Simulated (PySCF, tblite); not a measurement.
**C₇H₁₂Ge: geometry, infrared bands and NMR shifts**

Wanted: the infrared bands and NMR shifts of C₇H₁₂Ge (`CCC[C]1=CC=[CH][GeH2]1`), by calculation.

Programs: tblite 0.8.0 and PySCF 2.14.0, with density-fitted response routines of our own. Each step states its level of theory. These are calculated values for one molecule in the gas phase, unless marked as measured. Atoms count from 0, in the outputs and in this text.

## 1. The starting structure

20 atoms, charge 0, multiplicity 1; geometry from: force field or distance geometry start.

Bonds of the start (Å): C0–C1 1.54, C1–C2 1.51, C2–C3 1.51, C3–C4 1.33, C4–C5 1.47, C5–C6 1.32, C6–Ge7 1.90, Ge7–C3 1.90, C0–H8 1.11, C0–H9 1.11, C0–H10 1.10, C1–H11 1.12, C1–H12 1.12, C2–H13 1.12, C2–H14 1.10, C4–H15 1.09, C5–H16 1.08, C6–H17 1.09, Ge7–H18 1.55, Ge7–H19 1.55.

## 2. Geometry optimisation with GFN2-xTB

What the job is given:

```
{"job": {"kind": "relax", "xc": "GFN2-xTB", "basis": "xTB"}, "charge": 0, "multiplicity": 1}
C      3.160500    -0.083000     0.346100
C      1.642700    -0.028000     0.587200
C      0.883100     0.123700    -0.712900
C     -0.606000     0.146700    -0.478400
C     -1.260300     1.131500     0.135600
C     -2.718000     0.938600     0.242000
C     -3.177200    -0.192000    -0.271300
Ge    -1.778000    -1.246600    -1.013600
H      3.413000    -0.946600    -0.302600
H      3.487900     0.858200    -0.134100
H      3.683000    -0.195700     1.312200
H      1.332300    -0.976400     1.103500
H      1.419200     0.822200     1.283700
H      1.172900     1.071500    -1.225100
H      1.118100    -0.709900    -1.391600
H     -0.765700     2.022200     0.510900
H     -3.359300     1.672100     0.716200
H     -4.224700    -0.477900    -0.255600
H     -1.888900    -1.356100    -2.554300
H     -1.539600    -2.563800    -0.226300
```

The run is started by

```sh
$ OMP_NUM_THREADS=1 python probes_run.py task.json out
```

One launch serves the whole session: the jobs run in the order shown.

**Question.** This job is followed by: GFN2-xTB harmonic vibrations, gas phase; GIAO PBE0/pcSseg-1 NMR shielding, non-relativistic, gas phase. Predict these results of the whole session: strongest single infrared mode (GFN2-xTB); zero-point energy (GFN2-xTB); 13C shifts against TMS (PBE0/pcSseg-1); 1H shifts against TMS (PBE0/pcSseg-1, means over atoms taken as alike); 73Ge shifts against GeMe4 (PBE0/pcSseg-1).

The runs gave:

| quantity | value |
| --- | --- |
| strongest single infrared mode (GFN2-xTB) | 2003 cm⁻¹, 498 km/mol |
| zero-point energy (GFN2-xTB) | 101.0 kcal/mol |
| 13C shifts against TMS (PBE0/pcSseg-1) | 160.3, 154.4, 144.3, 132.8, 42.8, 33.2, 17.1 ppm |
| 1H shifts against TMS (PBE0/pcSseg-1, means over atoms taken as alike) | 7.12, 6.82, 6.26, 4.54, 2.50, 1.49, 1.14 ppm |
| 73Ge shifts against GeMe4 (PBE0/pcSseg-1) | -173 ppm |

Relaxing lowered the energy by 0.347 eV in 144 steps; the close pair that moved most is C3–Ge7, from 1.898 to 1.968 Å. No mode is imaginary among the 54: a minimum at this level. The strongest single mode, at 2003 cm⁻¹, moves mainly H19 and H18. GFN2-xTB is a fitted tight-binding method: band positions and strengths are rough. Its intensities can rank the bands wrongly. At PBE0/pcSseg-1: The widest tensor belongs to Ge7: span 250 ppm, with a paramagnetic part of -1251 ppm. Spin-orbit coupling is left out, which matters for shieldings and couplings at and beside the heavy atoms.
